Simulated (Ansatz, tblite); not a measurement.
# MgMeI (CH3IMg): a ladder of methods and basis sets

Aim: run the singlet of MgMeI (CH3IMg) at one geometry on many levels, and compare frontier levels, spin and run time.

The runs use Ansatz 0.2.0, Gaussian basis; as each input shows.

The runs, in order: GFN1-xTB, GFN2-xTB, PBE-D4/def2-TZVP, r2SCAN-D4/def2-TZVP, HSE06-D4/def2-TZVP, BHLYP-D4/def2-TZVP, PBE-QIDH/def2-TZVP, B2PLYP/def2-TZVP, CAM-B3LYP-D4/def2-TZVP, revPBE-D4/def2-TZVP, ωB97X-V/def2-TZVP, PBE-D4/def2-SVP, PBE0-D4/def2-SVP, PBE0-D4/def2-TZVPD, PBE-D4/def2-TZVPD, r2SCAN-D4/def2-TZVPD, CCSD(T)/def2-TZVPP, MP2/def2-TZVP, RPA/def2-TZVP.

### Step 1. The geometry

The singlet was relaxed beforehand with PBE-D4/def2-TZVP.

6 atoms, charge 0, spin multiplicity 1.

Bond lengths: Mg1–C2 2.081 Å, Mg1–I6 2.571 Å, C2–H3 1.100 Å, C2–H4 1.100 Å, C2–H5 1.100 Å. Angles: C2–Mg1–I6 179.5°, Mg1–C2–H3 111.2°, Mg1–C2–H4 111.0°, Mg1–C2–H5 111.1°, H3–C2–H4 107.8°, H3–C2–H5 107.8°, H4–C2–H5 107.8°.

I takes a core potential in the def2 sets. No spin-orbit coupling is included.

PBE0-D4/def2-TZVP was run before; its log isn't repeated, and its numbers join the tables.

### Step 2. GFN1-xTB

Tight binding, by tblite at 300 K electronic temperature and without a spin-polarisation term:

```python
tblite.interface.Calculator('GFN1-xTB', numbers, positions, charge=0, uhf=0).singlepoint()
```

Energy -228.7777 eV, HOMO -10.63 eV, LUMO -6.75 eV; 0.006 s.

### Step 3. GFN2-xTB

Tight binding, by tblite at 300 K electronic temperature and without a spin-polarisation term:

```python
tblite.interface.Calculator('GFN2-xTB', numbers, positions, charge=0, uhf=0).singlepoint()
```

Energy -219.1291 eV, HOMO -10.26 eV, LUMO -7.16 eV; 0.005 s.

### Step 4. PBE-D4/def2-TZVP

start.molden holds the orbitals of an earlier run on this state, given as this run's starting guess.

in.yaml reads:

```yaml
crystal:
  periodic: [false, false, false]
  atoms:
    - {symbol: Mg, position_ang: [-0.009711, 0.007797, -1.156506]}
    - {symbol: C, position_ang: [0.002046, -0.001105, 0.924441]}
    - {symbol: H, position_ang: [-0.445925, 0.918579, 1.328934]}
    - {symbol: H, position_ang: [1.029165, -0.073885, 1.311803]}
    - {symbol: H, position_ang: [-0.567965, -0.855174, 1.319226]}
    - {symbol: I, position_ang: [-0.007610, 0.003798, -3.727898]}
basis:
  gaussian: {orbitals: def2-TZVP, initial_orbitals: start.molden}
hamiltonian: {xc: pbe, dispersion: d4}
scf: {omitted_lower_state_checks: [starts]}
output: {orbitals: {seedname: orbitals}}
```

Run with:

```
$ ansatz run in.yaml --threads 4 --pin off --events-out ev --progress --plain --max-ram 3916MiB
```

After this run come: r2SCAN-D4/def2-TZVP; HSE06-D4/def2-TZVP; BHLYP-D4/def2-TZVP; PBE-QIDH/def2-TZVP; B2PLYP/def2-TZVP; CAM-B3LYP-D4/def2-TZVP; revPBE-D4/def2-TZVP; ωB97X-V/def2-TZVP; PBE-D4/def2-SVP; PBE0-D4/def2-SVP; PBE0-D4/def2-TZVPD; PBE-D4/def2-TZVPD; r2SCAN-D4/def2-TZVPD; CCSD(T)/def2-TZVPP; MP2/def2-TZVP; RPA/def2-TZVP.

Q: Predict the results of all the runs planned. Wanted: gap in def2-TZVP, named functionals, smallest and largest; correlation energy, CCSD(T)/def2-TZVPP; correlation energy, MP2/def2-TZVP; binding an atom, CCSD(T)/def2-TZVPP; PBE0 total energy, smallest basis above largest.

As calculated:

| quantity | value |
| --- | --- |
| gap in def2-TZVP, named functionals, smallest and largest | 4.41 eV (PBE-D4), 10.08 eV (ωB97X-V) |
| correlation energy, CCSD(T)/def2-TZVPP | -24.16 eV |
| correlation energy, MP2/def2-TZVP | -23.57 eV |
| binding an atom, CCSD(T)/def2-TZVPP | 2.991 eV |
| PBE0 total energy, smallest basis above largest | 3.39 eV (def2-SVP, def2-TZVPD) |

In words: Over the named functionals in def2-TZVP the gap runs from 4.41 eV (PBE-D4) to 10.08 eV (ωB97X-V); exact exchange widens it. The functionals in def2-TZVP miss CCSD(T)/def2-TZVPP by -0.003 (BHLYP-D4) to +0.104 eV (r2SCAN-D4) an atom. The reference is CCSD(T) in one finite basis, so it carries an error of its own, often a tenth of an eV or more, and near misses can't be ranked.
